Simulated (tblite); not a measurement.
# C6H6ClF2Si: the cost of one run

Programs: tblite 0.8.0 and PySCF 2.14.0, with density-fitted response routines of our own. Each step states its level of theory. These are calculated values for one molecule in the gas phase, unless marked as measured. Atoms are numbered from 0 throughout.

## 1. The starting structure

16 atoms, charge 1, multiplicity 1; geometry from: force field or distance geometry start.

Bonds of the start (Å): F0–C1 1.36, C1–F2 1.37, C1–C3 1.49, C3–C4 1.35, C4–C5 1.45, C5–C6 1.34, C6–C7 1.50, C7–Si8 1.89, Si8–Cl9 2.06, Si8–C3 1.86, C1–H10 1.10, C4–H11 1.09, C5–H12 1.10, C6–H13 1.09, C7–H14 1.10, C7–H15 1.09.

## 2. Geometry optimisation with GFN2-xTB

The job: settings as JSON, then the geometry in Å.

```
{"job": {"kind": "relax", "xc": "GFN2-xTB", "basis": "xTB"}, "charge": 1, "multiplicity": 1}
F      2.696000    -0.480200    -1.676100
C      2.420800    -0.309400    -0.359000
F      3.205600     0.732000     0.053600
C      0.971700    -0.037500    -0.130700
C      0.490100     1.038500     0.523600
C     -0.914700     1.342000     0.740800
C     -1.955500     0.632900     0.288900
C     -1.896000    -0.632000    -0.523300
Si    -0.169000    -1.331400    -0.833400
Cl     0.134300    -2.914600     0.442200
H      2.771800    -1.204100     0.184000
H      1.185300     1.776200     0.913900
H     -1.106900     2.242200     1.339900
H     -2.952400     0.983400     0.535100
H     -2.512300    -1.391900    -0.026200
H     -2.376500    -0.437300    -1.484600
```

The run is started by

```console
$ OMP_NUM_THREADS=1 python probes_run.py task.json out
```

One launch serves the whole session: the jobs run in the order shown.

Q: Estimate the wall time and peak memory of this first job on 1 thread of Arm Neoverse V1, shared host.

About 1.6 s, with a peak of 0.18 GiB.
